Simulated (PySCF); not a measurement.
# CdTe−: bond curves at several levels of theory

Aim: find the lowest electronic state of CdTe−, scan its bond at several levels of theory, and get bond length, wavenumber and dissociation energy from each curve.

Computed with PySCF 2.14.0. Level: Cd def2-TZVPPD with ECP28, Te def2-TZVPPD with ECP28, scalar-relativistic core potentials.

1 further run of the same task is left out (set aside as unsound or not needed).

## Step 1: The job

Settings of the job:

```yaml
atoms: Cd, Te
charge: -1
basis: Cd def2-TZVPPD with ECP28, Te def2-TZVPPD with ECP28
Hamiltonian: scalar-relativistic core potentials
basis_functions: 115
electrons_treated: 45
masses_in_u: 113.9034, 129.9062
levels: PBE0, PBE, r²SCAN, r²SCAN0, B3LYP, M06, LDA, r²SCANh, LC-ωPBE, HF, MP2, SCS-MP2
grid: 80 radial by 434 angular points
occupations: held fixed by the projection of orbital angular momentum
dissociation_limit: Cd + Te−, each in its ground configuration
starting_distance_in_angstrom: 2.820
values_of_2S_to_try: 1, 3
```

Started as:

```console
> OMP_NUM_THREADS=2 python dia.py task.json out
```

Further steps of the session: PBE0 along the bond; Other states along the same grid; PBE; r²SCAN (meta-GGA); r²SCAN0; B3LYP; M06; LDA (local density); r²SCANh; LC-ωPBE; UHF.

Before running it: what results should come out? Wanted: for each run, Re; ωe; De; μ.

As calculated:

Lowest PBE0 solution found, without spin–orbit coupling: ²Σ⁺ (doublet), unpaired electrons σ ↑. State 2 has its PBE0 minimum 0.53 eV higher. The other levels ran on the lowest alone.

```tsv
level	Re (Å)	ωe (cm⁻¹)	De (eV)	μ (D)
UHF	2.705	147.5	0.500	-3.70
UHF-MP2	2.621	174.9	0.95	n/a
UHF-SCS-MP2	2.654	163.9	0.76	n/a
LDA	2.616	175.9	1.43	-2.34
PBE	2.695	155.0	1.01	-2.65
r²SCAN	2.653	168.1	1.12	-2.67
r²SCANh	2.649	169.4	1.09	-2.75
B3LYP	2.727	142.6	0.75	-2.90
PBE0	2.665	163.9	1.00	-2.82
r²SCAN0	2.643	171.2	1.06	-2.87
M06	2.787	124.8	0.86	-2.46
LC-ωPBE	2.609	182.9	1.00	-3.09
```

De is counted to Cd + Te− in their ground configurations. A positive dipole points from Cd to Te; in an ion it is taken about the centre of mass and does not tell which atom is negative.

In words: Bond lengths run from 2.609 Å (LC-ωPBE) to 2.787 Å (M06). Among the levels with a De in the table, it runs from 0.500 eV (UHF) to 1.43 eV (LDA).

Correlated steps freeze 4 core orbitals. These are scalar-relativistic numbers at best; spin–orbit coupling would shift them, the dissociation energy most. With some functionals the highest level of the anion is positive, from self-interaction error or because the anion is truly unbound there; the finite basis then holds the extra electron, and no neutral molecule was run to test the binding. With spin–orbit coupling the term label itself may not hold.
